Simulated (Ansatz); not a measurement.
# Al3BAs4: the cost of one run

Program: Ansatz 0.2.0. Level of theory: DFT PBE, scalar-relativistic, plane waves, PAW. These are calculated values, not measurements.

### 1 The starting structure

Symmetry: P-43m, No. 215, cubic system. The conventional cell has a = 5.314 Å, b = 5.314 Å, c = 5.314 Å, α = 90.00°, β = 90.00°, γ = 90.00°. Al (site symmetry -42m) has 4 As at 2.30 Å as nearest neighbours. B (site symmetry -43m) has 4 As at 2.30 Å as nearest neighbours. As (site symmetry 3m) is surrounded by 3 Al at 2.30 Å and 1 B at 2.30 Å.

Coordinates:

```
CELL_PARAMETERS angstrom
5.31397 0.00000 0.00000
0.00000 5.31397 0.00000
0.00000 0.00000 5.31397
ATOMIC_POSITIONS crystal
Al 0.50000 0.00000 0.50000
Al 0.50000 0.50000 0.00000
Al 0.00000 0.50000 0.50000
B 0.00000 0.00000 0.00000
As 0.25000 0.75000 0.75000
As 0.25000 0.25000 0.25000
As 0.75000 0.75000 0.25000
As 0.75000 0.25000 0.75000
```

The start is an ordering of an alloy on its end members' structure types: elements ordered on the sites of the AlAs type, B/Al on Al (P-43m, No. 215).

### 2 A first look at the guess

File input.yaml:

```yaml
crystal:
  lattice:
    - [5.31397357, 0.0, 0.0]
    - [0.0, 5.31397357, 0.0]
    - [0.0, 0.0, 5.31397357]
  atoms:
    - { symbol: Al, position: [0.5, 0.0, 0.5] }
    - { symbol: Al, position: [0.5, 0.5, 0.0] }
    - { symbol: Al, position: [0.0, 0.5, 0.5] }
    - { symbol: B, position: [0.0, 0.0, 0.0] }
    - { symbol: As, position: [0.25, 0.75, 0.75] }
    - { symbol: As, position: [0.25, 0.25, 0.25] }
    - { symbol: As, position: [0.75, 0.75, 0.25] }
    - { symbol: As, position: [0.75, 0.25, 0.75] }
basis:
  ecutwfc: 420
kpoints:
  mp_grid: { grid: [4, 4, 4] }
hamiltonian:
  xc: pbe
scf:
  occupations: { method: gaussian, width: 0.1 }
  lower_state_search: "off"
output:
  forces: true
  stress: true
  eigenvalues: true
```

On the command line:

```console
> ansatz run input.yaml --threads 1 --pin off --max-ram 2560MiB --backend cpu --events-out ev --progress --plain --runs-dir out
```

**Question.** How long does this run take on 1 thread of Arm Neoverse V2, shared host, and how much memory does it need?

About 4.1 s, with a peak of 0.34 GiB.
